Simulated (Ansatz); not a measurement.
Working through a short molecular-dynamics run of BrClHIn, SMILES [Cl][InH][Br]

Program: Ansatz's Python interface.

The cells in order, each with its output:

```python
import warnings

import ansatz
import numpy as np
```

```python
warnings.simplefilter('ignore', ansatz.DeckWarning)
```

```python
geometry_ang = [
    ('Cl', (-1.9045, 0.5458, -0.9581)),
    ('In', (0.1522, 0.1813, -0.0771)),
    ('Br', (0.7815, -2.0812, 0.316)),
    ('H', (1.0263, 1.2939, 0.6988)),
]
mol = ansatz.Crystal.molecule()
for symbol, xyz in geometry_ang:
    mol = mol.atom(symbol, xyz)
```

```python
calc = (
    mol.calculation()
    .basis(gaussian='def2-SVP')
    .functional('hf')
)
symbols = [site.symbol for site in mol.cartesian_sites]
start = np.array([site.position_ang for site in mol.cartesian_sites], dtype=float)
data = calc.relax(force_tolerance=0.02, max_steps=100).run(threads=1).report
end = np.array(data['positions_ang'])
minimum = ansatz.Crystal.molecule()
for symbol, place in zip(symbols, end):
    minimum = minimum.atom(symbol, place.tolist())

# dynamics from the relaxed geometry
calc = (
    minimum.calculation()
    .basis(gaussian='def2-SVP')
    .functional('hf')
    .md('nvt_nose_hoover', timestep=0.5, steps=40, temperature=800, initial_velocities='maxwell_boltzmann', seed=91, thermostat_time=50)
)
frames = []
res = calc.session().plan().execute(on_event=lambda e: frames.append(e['data']) if e['event'] == 'md_step' else None)
print('t (fs)   E_pot (eV)      E_kin (eV)   T (K)   d(0-1) (A)')
for f in frames[::3]:
    xyz = np.array(f['positions_ang'])
    print(f'{f["time_fs"]:6.2f} {f["lagrangian_ev"]:14.5f} {f["e_kin_ev"]:10.5f} {f["temperature_k"]:8.1f} {np.linalg.norm(xyz[0] - xyz[1]):9.4f}')
kept = np.array([f['conserved_ev'] for f in frames])
print(f'conserved energy moves by at most {1000 * np.ptp(kept):.3f} meV')
```

    t (fs)   E_pot (eV)      E_kin (eV)   T (K)   d(0-1) (A)
      0.00   -87657.45541    0.20682    800.0    2.3475
      1.50   -87657.45287    0.20428    790.2    2.3488
      3.00   -87657.44566    0.19709    762.4    2.3501
      4.50   -87657.43511    0.18656    721.7    2.3515
      6.00   -87657.42159    0.17309    669.6    2.3528
      7.50   -87657.40513    0.15673    606.3    2.3541
      9.00   -87657.38665    0.13842    535.4    2.3555
     10.50   -87657.36824    0.12025    465.1    2.3569
     12.00   -87657.35209    0.10436    403.7    2.3583
     13.50   -87657.33920    0.09180    355.1    2.3597
     15.00   -87657.32923    0.08219    317.9    2.3611
     16.50   -87657.32145    0.07485    289.5    2.3625
     18.00   -87657.31609    0.06998    270.7    2.3638
     19.50   -87657.31440    0.06884    266.3    2.3651
    conserved energy moves by at most 0.074 meV

Total energies depend on the basis set; only differences at equal settings carry meaning. The trajectory is only some femtoseconds long, so its temperature is not equilibrated; where the script doesn't relax first, it starts from a rough generated geometry. def2 sets replace the cores of elements past krypton by effective core potentials. The temperature counts the internal degrees of freedom alone. Timing: 86 s on 1 thread of Arm Neoverse V1, on a shared host, peak memory 0.25 GiB.
